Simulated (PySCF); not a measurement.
# C₉H₁₃N: excited states, first hyperpolarisability

What do calculations give for the excited states, first hyperpolarisability of C₉H₁₃N (`CC(C)(C)c1ccccn1`)?

Computed with PySCF 2.14.0 and routines of our own; the level stands in each step. Atoms count from 0.

## Step 1: The starting structure

23 atoms, charge 0, multiplicity 1; geometry from: GFN2-xTB.

## Step 2: Relaxing the molecule at PBE0-D3(BJ)/def2-SVP

Job settings and geometry (Å):

```
{"job": {"xc": "PBE0", "basis": "def2-SVP", "d3": "d3bj", "grid": 2, "kind": "geom"}, "charge": 0, "multiplicity": 1}
C     -1.277202     1.036244    -1.358840
C     -1.064099    -0.003872    -0.251873
C     -1.592229    -1.358152    -0.726372
C     -1.819842     0.416108     1.015304
C      0.416819    -0.096886     0.062622
C      1.130774     1.012794     0.514942
C      2.479433     0.881421     0.788572
C      3.083728    -0.352811     0.604949
C      2.292130    -1.394976     0.152864
N      1.003571    -1.272789    -0.109744
H     -0.956037     2.024728    -1.040536
H     -2.330782     1.088177    -1.623904
H     -0.711300     0.761493    -2.246218
H     -1.441799    -2.111859     0.040825
H     -2.654601    -1.287382    -0.949959
H     -1.063276    -1.677609    -1.619361
H     -1.502308     1.397568     1.358743
H     -1.641211    -0.300565     1.814153
H     -2.888884     0.452846     0.817111
H      0.642261     1.965044     0.651617
H      3.051459     1.728882     1.139950
H      4.133523    -0.498662     0.806455
H      2.705119    -2.382759    -0.010077
```

Command:

```
$ OMP_NUM_THREADS=1 python excited_run.py task.json out
```

This one command runs all jobs of the session in turn.

Standard output:

```text
step   0  E = -404.78611924  max force = 0.009840
step   1  E = -404.78828137  max force = 0.001618
step   2  E = -404.78829944  max force = 0.000318
step   3  E = -404.78829927  max force = 0.000831
step   4  E = -404.78830200  max force = 0.000279
optimisation converged
```

Wall time 67 s (1 thread of AMD EPYC 9R45, shared host); peak memory 0.99 GiB.

Relaxation path:

| step | energy from step 0 (eV) | largest force component (eV/Å) |
| --- | --- | --- |
| 0 | 0.0000 | 0.5060 |
| 1 | -0.0588 | 0.0832 |
| 2 | -0.0593 | 0.0164 |
| 3 | -0.0593 | 0.0427 |
| 4 | -0.0594 | 0.0143 |

Close pairs (by a distance rule), those that changed most:

| bond | before (Å) | after (Å) | change (Å) |
| --- | --- | --- | --- |
| C0–H11 | 1.088 | 1.101 | +0.014 |
| C0–H10 | 1.087 | 1.101 | +0.014 |
| C3–H18 | 1.088 | 1.101 | +0.014 |
| C8–H22 | 1.083 | 1.097 | +0.014 |
| C3–H16 | 1.087 | 1.101 | +0.013 |
| C2–H14 | 1.088 | 1.101 | +0.013 |
| C0–H12 | 1.088 | 1.101 | +0.013 |
| C7–H21 | 1.079 | 1.092 | +0.013 |

The end geometry stands in the next job.

| at the end point | value |
| --- | --- |
| point group (found at 0.08 Å tolerance) | Cs |
| rotational constants (GHz, main isotopes) | 2.591, 0.990, 0.850 |
| dipole moment (D) | 1.76 |

## Step 3: Excited states: TDA wB97X-D/def2-SVPD

Job settings and geometry (Å):

```
{"job": {"kind": "states", "xc": "wB97X-D", "basis": "def2-SVPD", "tda": true, "soc": true, "nstates": 6, "ntriplets": 5, "nquad": 4}, "charge": 0, "multiplicity": 1}
C     -1.532518     0.984586    -1.291432
C     -1.319045    -0.061226    -0.187895
C     -1.857539    -1.408994    -0.663050
C     -2.073608     0.365015     1.079405
C      0.172827    -0.160858     0.126972
C      0.887931     0.959616     0.581152
C      2.242966     0.837010     0.859025
C      2.858371    -0.400770     0.678491
C      2.069992    -1.453653     0.225184
N      0.771147    -1.338903    -0.041910
H     -1.198110     1.986228    -0.980951
H     -2.601515     1.054639    -1.547523
H     -0.981257     0.711454    -2.204254
H     -1.715817    -2.185869     0.100758
H     -2.932468    -1.322083    -0.885470
H     -1.335459    -1.749828    -1.567660
H     -1.749125     1.353071     1.439918
H     -1.917539    -0.360143     1.892744
H     -3.154875     0.422412     0.877374
H      0.385646     1.919588     0.715493
H      2.814854     1.698423     1.213288
H      3.920774    -0.546801     0.883391
H      2.510708    -2.445451     0.068578
```

Method: TDA wB97X-D/def2-SVPD excited states, vertical, gas phase, spin-orbit mean-field couplings.

Standard output:

```text
coarse grid: 18896 points
cycle   1  E = -405.0203610955  dE =  1.663e+00  |g| = 3.859e-01  |ddm| = 1.474e+01
cycle   2  E = -405.0415553053  dE = -2.119e-02  |g| = 3.299e-01  |ddm| = 3.131e+00
cycle   3  E = -405.0639580200  dE = -2.240e-02  |g| = 6.645e-02  |ddm| = 1.493e+00
cycle   4  E = -405.0648132167  dE = -8.552e-04  |g| = 3.362e-02  |ddm| = 3.776e-01
cycle   5  E = -405.0650877973  dE = -2.746e-04  |g| = 5.524e-03  |ddm| = 1.623e-01
cycle   6  E = -405.0650967868  dE = -8.989e-06  |g| = 1.954e-03  |ddm| = 3.477e-02
final grid: 181704 points
cycle   7  E = -405.1299674592  dE = -1.295e-04  |g| = 5.392e-03  |ddm| = 6.211e-01
cycle   8  E = -405.1299696959  dE = -2.237e-06  |g| = 5.045e-03  |ddm| = 6.221e-02
cycle   9  E = -405.1299748809  dE = -5.185e-06  |g| = 6.841e-04  |ddm| = 2.154e-02
cycle  10  E = -405.1299749739  dE = -9.304e-08  |g| = 4.333e-04  |ddm| = 5.817e-03
cycle  11  E = -405.1299750231  dE = -4.915e-08  |g| = 6.415e-05  |ddm| = 2.031e-03
cycle  12  E = -405.1299750248  dE = -1.775e-09  |g| = 3.418e-05  |ddm| = 4.634e-04
cycle  13  E = -405.1299750254  dE = -5.563e-10  |g| = 1.011e-05  |ddm| = 2.771e-04
converged SCF energy = -405.1299750254

Singlet excitations
state   eV       nm        f     d(h-e)  d(exc)  Lambda  PR(NTO)  |dmu|/D   mu/D   main configurations
  1   5.0924   243.5   0.00402   1.132   2.650   0.503   1.007    2.635    1.092   H-1->L 0.97
  2   5.2943   234.2   0.00036   1.121   2.705   0.404   1.006    2.539    0.788   H-1->L+1 0.98
  3   5.6304   220.2   0.06245   0.098   2.627   0.688   1.720    0.407    1.527   H->L 0.69, H-2->L+1 0.28
  4   6.5354   189.7   0.07085   0.113   2.738   0.849   1.696    0.503    1.736   H->L+1 0.71, H-2->L 0.23
  5   7.4184   167.1   0.00000   0.632   3.784   0.285   1.039                     H->L+2 0.78, H->L+3 0.14
  6   7.5585   164.0   0.04733   0.248   3.661   0.255   1.076                     H-1->L+2 0.70, H-1->L+4 0.12

Triplet excitations (Tamm-Dancoff)
state   eV     d(h-e)  d(exc)  Lambda  PR(NTO)   main configurations
  1   4.2820   0.060   2.435   0.836   1.433   H->L+1 0.69, H-2->L 0.17, H->L 0.09
  2   4.4143   1.053   2.540   0.496   1.008   H-1->L 0.92
  3   4.6009   0.127   2.605   0.697   1.032   H->L 0.87, H->L+1 0.09
  4   5.1106   0.062   2.501   0.836   1.449   H-2->L 0.79, H->L+1 0.18
  5   5.1648   1.109   2.694   0.406   1.009   H-1->L+1 0.96
S1 - T1 = 0.8104 eV

Spin-orbit couplings |<S|Hso|T>| (cm-1)
             T1       T2       T3       T4       T5
S0        0.227   26.076    0.087    0.171    2.842
S1        4.431    0.012    2.174    9.558    0.410
S2        1.722    0.200    2.251    0.868    0.082
S3        0.008    1.553    0.006    0.048    6.159
S4        0.018    5.500    0.014    0.011    1.433
S5        0.896    0.342    0.870    0.242    0.203
S6        0.010    3.254    0.004    0.006    0.726
T1 sublevels (cm-1): 0.000 0.000 0.019   radiative rates (1/s): 0.000293 9.41e-07 0.799
```

It took 59 s on 1 thread of AMD EPYC 9R45, shared host; peak memory 1.3 GiB.

In short:

| quantity | value |
| --- | --- |
| S1 less T1 | 0.81 eV |

## Step 4: Excited states: TDDFT CAM-B3LYP/def2-SVPD

The job, as its differences from that of step 3:

```diff
@@ -1,2 +1,2 @@
-{"job": {"kind": "states", "xc": "wB97X-D", "basis": "def2-SVPD", "tda": true, "soc": true, "nstates": 6, "ntriplets": 5, "nquad": 4}, "charge": 0, "multiplicity": 1}
+{"job": {"kind": "states", "xc": "CAM-B3LYP", "basis": "def2-SVPD", "tpa": true, "nstates": 8, "nquad": 6, "ntriplets": 0}, "charge": 0, "multiplicity": 1}
 C     -1.532518     0.984586    -1.291432
```

With the program's defaults for keys left out, this is: TDDFT CAM-B3LYP/def2-SVPD excited states, vertical, gas phase, two-photon moments by quadratic response.

Standard output:

```text
coarse grid: 18896 points
cycle   1  E = -404.9035497150  dE =  1.564e+00  |g| = 4.117e-01  |ddm| = 1.922e+01
cycle   2  E = -404.9196331935  dE = -1.608e-02  |g| = 3.837e-01  |ddm| = 3.676e+00
cycle   3  E = -404.9513996088  dE = -3.177e-02  |g| = 7.479e-02  |ddm| = 1.921e+00
cycle   4  E = -404.9522664328  dE = -8.668e-04  |g| = 4.267e-02  |ddm| = 4.416e-01
cycle   5  E = -404.9526936891  dE = -4.273e-04  |g| = 6.758e-03  |ddm| = 2.371e-01
cycle   6  E = -404.9527054161  dE = -1.173e-05  |g| = 2.294e-03  |ddm| = 3.121e-02
cycle   7  E = -404.9527069271  dE = -1.511e-06  |g| = 6.615e-04  |ddm| = 1.177e-02
final grid: 181704 points
cycle   8  E = -405.0357607037  dE = -6.595e-05  |g| = 4.353e-03  |ddm| = 4.657e-01
cycle   9  E = -405.0357621288  dE = -1.425e-06  |g| = 3.898e-03  |ddm| = 6.654e-02
cycle  10  E = -405.0357659253  dE = -3.797e-06  |g| = 5.933e-04  |ddm| = 1.448e-02
cycle  11  E = -405.0357659871  dE = -6.178e-08  |g| = 3.500e-04  |ddm| = 5.071e-03
cycle  12  E = -405.0357660169  dE = -2.975e-08  |g| = 4.616e-05  |ddm| = 2.206e-03
cycle  13  E = -405.0357660174  dE = -5.305e-10  |g| = 1.649e-05  |ddm| = 2.489e-04
converged SCF energy = -405.0357660174

Singlet excitations
state   eV       nm        f     d(h-e)  d(exc)  Lambda  PR(NTO)  |dmu|/D   mu/D   delta(TPA)   sigma/GM   main configurations
  1   5.0606   245.0   0.00288   1.131   2.661   0.500   1.011    2.638    1.035        0.66      0.006   H-1->L 0.97
  2   5.3181   233.1   0.00019   1.132   2.719   0.404   1.008    2.582    0.817        0.05      0.000   H-1->L+1 0.98
  3   5.5236   224.5   0.06583   0.105   2.629   0.686   1.686    0.451    1.514        2.79      0.031   H->L 0.76, H-2->L+1 0.21
  4   6.2629   198.0   0.06873   0.099   2.731   0.842   1.668    0.418    1.733        2.51      0.036   H->L+1 0.78, H-2->L 0.18
  5   7.1097   174.4   0.00000   0.754   3.920   0.283   1.029    3.187    1.478       39.01      0.722   H->L+2 0.82, H->L+3 0.14
  6   7.2942   170.0   0.15653   0.193   3.645   0.325   1.384    1.004    2.803       24.71      0.482   H-1->L+2 0.62, H-2->L 0.12, H-1->L+4 0.10
  7   7.3259   169.2   0.59232   0.199   2.909   0.657   2.209                                            H-2->L+1 0.35, H-2->L 0.31, H->L 0.10
  8   7.4055   167.4   0.32088   0.122   2.858   0.671   1.955                                            H-2->L+1 0.40, H-2->L 0.32, H->L 0.10
```

Run time: 79 s. Hardware: 1 thread of AMD EPYC 9R45, shared host; peak memory 1.5 GiB.

## Step 5: First hyperpolarisability: quadratic response CAM-B3LYP/def2-SVPD

The job, as its differences from that of step 4:

```diff
@@ -1,2 +1,2 @@
-{"job": {"kind": "states", "xc": "CAM-B3LYP", "basis": "def2-SVPD", "tpa": true, "nstates": 8, "nquad": 6, "ntriplets": 0}, "charge": 0, "multiplicity": 1}
+{"job": {"kind": "beta", "xc": "CAM-B3LYP", "basis": "def2-SVPD"}, "charge": 0, "multiplicity": 1}
 C     -1.532518     0.984586    -1.291432
```

Level: quadratic response CAM-B3LYP/def2-SVPD first hyperpolarisability, Taylor convention, gas phase.

Standard output:

```text
coarse grid: 18896 points
cycle   1  E = -404.9035497150  dE =  1.564e+00  |g| = 4.117e-01  |ddm| = 1.922e+01
cycle   2  E = -404.9196331935  dE = -1.608e-02  |g| = 3.837e-01  |ddm| = 3.676e+00
cycle   3  E = -404.9513996088  dE = -3.177e-02  |g| = 7.479e-02  |ddm| = 1.921e+00
cycle   4  E = -404.9522664328  dE = -8.668e-04  |g| = 4.267e-02  |ddm| = 4.416e-01
cycle   5  E = -404.9526936891  dE = -4.273e-04  |g| = 6.758e-03  |ddm| = 2.371e-01
cycle   6  E = -404.9527054161  dE = -1.173e-05  |g| = 2.294e-03  |ddm| = 3.121e-02
cycle   7  E = -404.9527069271  dE = -1.511e-06  |g| = 6.615e-04  |ddm| = 1.177e-02
final grid: 181704 points
cycle   8  E = -405.0357607037  dE = -6.595e-05  |g| = 4.353e-03  |ddm| = 4.657e-01
cycle   9  E = -405.0357621288  dE = -1.425e-06  |g| = 3.898e-03  |ddm| = 6.654e-02
cycle  10  E = -405.0357659253  dE = -3.797e-06  |g| = 5.933e-04  |ddm| = 1.448e-02
cycle  11  E = -405.0357659871  dE = -6.178e-08  |g| = 3.500e-04  |ddm| = 5.071e-03
cycle  12  E = -405.0357660169  dE = -2.975e-08  |g| = 4.616e-05  |ddm| = 2.206e-03
cycle  13  E = -405.0357660174  dE = -5.285e-10  |g| = 1.649e-05  |ddm| = 2.489e-04
converged SCF energy = -405.0357660174

Lowest singlets (eV, f): 5.0606 0.0029  5.3181 0.0002  5.5236 0.0658

First hyperpolarisability (au)
process     nm      |vector|   parallel      HRS      DR
static         -       37.22      -15.5      17.95   3.386
shg       1907.0       39.99     -16.27      19.09   3.518
eope      1907.0       38.11     -15.75          -       -
shg       1064.0       47.45     -18.33      22.14   3.843
eope      1064.0       40.20     -16.33          -       -
```

Run time: 55 s. Hardware: 1 thread of AMD EPYC 9R45, shared host; peak memory 1.4 GiB.

## Step 6: Summary of results

```
                                                 quantity                                             value
                                              point group                                                Cs
                     rotational constants (main isotopes)                              2.59, 0.99, 0.85 GHz
               S1 less T1 (step 3, TDA wB97X-D/def2-SVPD)                                           0.81 eV
β vector (step 5, quadratic response CAM-B3LYP/def2-SVPD)  static 37, SHG 1907.0 nm 40, SHG 1064.0 nm 47 au
```

In words: The optimisation took 4 steps and gained 0.059 eV; among the close pairs (by a distance rule), C0–H11 changed most, from 1.088 to 1.101 Å. No frequency check was run at this level, so the end point may be a saddle. In step 3, the number of triplets below S1 is 3, and the largest singlet-triplet spin-orbit coupling is S0–T2, 26.08 cm⁻¹. β grows from 37 au (static) to 47 au for doubling at 1064.0 nm: normal dispersion, which grows as twice the photon energy moves toward the bright states.
